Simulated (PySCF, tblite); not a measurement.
**C₃H₁₂NSi₂ radical: geometry, infrared bands and EPR parameters**

Wanted: the infrared bands and EPR parameters of C₃H₁₂NSi₂ radical (`CCN(C)[SiH2][SiH2]`), by calculation.

Computed with tblite 0.8.0 and PySCF 2.14.0, with density-fitted response routines of our own, on a single molecule in the gas phase. Atoms are numbered from 0 throughout.

## 1. The molecule as given

18 atoms, charge 0, multiplicity 2; geometry from: force field or distance geometry start.

Bonds of the start (Å): C0–C1 1.51, C1–N2 1.49, N2–C3 1.47, N2–Si4 1.72, Si4–Si5 2.30, C0–H6 1.10, C0–H7 1.09, C0–H8 1.10, C1–H9 1.10, C1–H10 1.10, C3–H11 1.11, C3–H12 1.11, C3–H13 1.09, Si4–H14 1.49, Si4–H15 1.48, Si5–H16 1.49, Si5–H17 1.49.

## 2. Optimising the geometry with GFN2-xTB

Job settings and geometry (Å):

```
{"job": {"kind": "relax", "xc": "GFN2-xTB", "basis": "xTB"}, "charge": 0, "multiplicity": 2}
C     -0.955100     1.680400    -1.085500
C     -0.520200     1.049900     0.218600
N     -0.332300    -0.424600     0.179100
C     -1.649900    -1.071700     0.039200
Si     1.081900    -1.167600    -0.458200
Si     2.967900    -0.713500     0.772700
H     -1.041200     2.771700    -0.964600
H     -0.242700     1.497500    -1.886900
H     -1.940900     1.313500    -1.397200
H      0.414700     1.523400     0.553400
H     -1.242800     1.298800     1.011300
H     -1.593500    -2.138100     0.341700
H     -2.400800    -0.625400     0.721200
H     -2.022900    -1.036000    -0.982900
H      1.222400    -0.689900    -1.864200
H      0.832400    -2.628000    -0.464200
H      4.175800    -1.380600     0.209000
H      3.238500     0.746300     0.845700
```

On the command line:

```sh
OMP_NUM_THREADS=1 python probes_run.py task.json out
```

The driver reads the jobs from task.json and runs them one after another.

**Question.** This job is followed by: GFN2-xTB harmonic vibrations, gas phase; UKS B3LYP, pcH-1 on C H N Si, non-relativistic, mean-field spin-orbit, GIAO. Predict these results of the whole session: strongest single infrared mode (GFN2-xTB); zero-point energy (GFN2-xTB); g(iso) (B3LYP); ⟨S²⟩; largest a(iso) (averaged by class); potential on the surface of density 0.002 e/bohr³, 1st and 99th percentile.

As calculated:

```
                                                                  quantity                    value
                                 strongest single infrared mode (GFN2-xTB)    2188 cm⁻¹, 490 km/mol
                                              zero-point energy (GFN2-xTB)            87.8 kcal/mol
                                                            g(iso) (B3LYP)                  2.00419
                                                                      ⟨S²⟩       0.752 (exact 0.75)
                                        largest a(iso) (averaged by class)  29Si on Si5, -355.2 MHz
potential on the surface of density 0.002 e/bohr³, 1st and 99th percentile       -0.67 V and 0.88 V
```

In words: Over 118 steps the energy fell by 0.266 eV; of the close pairs, C1–N2 changed most, 1.487 to 1.440 Å. All 48 modes are real, so the xTB geometry is a minimum. The strongest single mode, at 2188 cm⁻¹, moves mainly H17. GFN2-xTB is a fitted tight-binding method: band positions and strengths are rough. Its intensities can rank the bands wrongly. Si5 carries the largest spin population, 0.99 e. The isotropic g lies 1.9 ppt above the free-electron value. These values are for one conformer; the search (at its own cheap level) found 2 more, at 0.92, 2.28 kcal/mol, and measured spectra average over such forms.
